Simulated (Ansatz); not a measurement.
# ReBi: the cost of one run

Method: DFT PBE, scalar-relativistic, plane waves, PAW, in Ansatz 0.2.0.

1 further run of the same task is left out (set aside as unsound or not needed). Runs told in other sessions of the task aren't counted.

### Step 1. The starting structure

The structure is cubic, space group F-43m (No. 216). The conventional cell has a = 6.220 Å, b = 6.220 Å, c = 6.220 Å, α = 90.00°, β = 90.00°, γ = 90.00°. Re (site symmetry -43m) has 4 Bi at 2.69 Å in its first shell of neighbours. Bi (site symmetry -43m) has 4 Re at 2.69 Å in its first shell of neighbours.

As a file:

```cif
data_structure
_symmetry_space_group_name_H-M 'P 1'
_symmetry_Int_Tables_number 1
_cell_length_a 4.3979
_cell_length_b 4.3979
_cell_length_c 4.3979
_cell_angle_alpha 60.000
_cell_angle_beta 60.000
_cell_angle_gamma 60.000
_cell_volume 60.15
loop_
_atom_site_label
_atom_site_type_symbol
_atom_site_fract_x
_atom_site_fract_y
_atom_site_fract_z
_atom_site_occupancy
Re1 Re 0.00000 0.00000 0.00000 1
Bi1 Bi 0.25000 0.25000 0.25000 1
```

This cell comes from an earlier session at PBE: 30.073 Å³/atom at 0.00 GPa, on a 10×10×10 mesh.

The changes: atom 2 (Bi) moved 0.2 Å along x; atom 2 (Bi) moved 0.2 Å along x; strain e1 = -0.02, atoms carried along; strain e5 = -0.02, atoms carried along; all atoms moved at random (σ = 0.03 Å), cell strained at random (1 %); all atoms moved at random (σ = 0.1 Å), cell strained at random (1 %).

### Step 2. Atom 2 (Bi) moved 0.2 Å along x

File input.yaml:

```yaml
crystal:
  lattice:
    - [0.0, 3.1097581038, 3.1097581038]
    - [3.1097581038, 0.0, 3.1097581038]
    - [3.1097581038, 3.1097581038, 0.0]
  atoms:
    - { symbol: Re, position: [0.0, 0.0, 0.0] }
    - { symbol: Bi, position: [0.217843158, 0.282156842, 0.282156842] }
basis:
  ecutwfc: 420
  ecutrho_ratio: 4
kpoints:
  mp_grid: { grid: [10, 10, 10] }
hamiltonian:
  xc: pbe
scf:
  occupations: { method: gaussian, width: 0.05 }
output:
  forces: true
  stress: true
  eigenvalues: true
  write_density: true
  write_potential: true
  elf: true
  volumetric_format: npy
```

Command:

```console
$ ansatz run input.yaml --threads 2 --pin off --max-ram 2662MiB --backend cpu --events-out ev --progress --plain --runs-dir out
```

Q: Estimate wall time and peak memory on 2 threads of Arm Neoverse V2, shared host.

About 10 s, with a peak of 0.47 GiB.
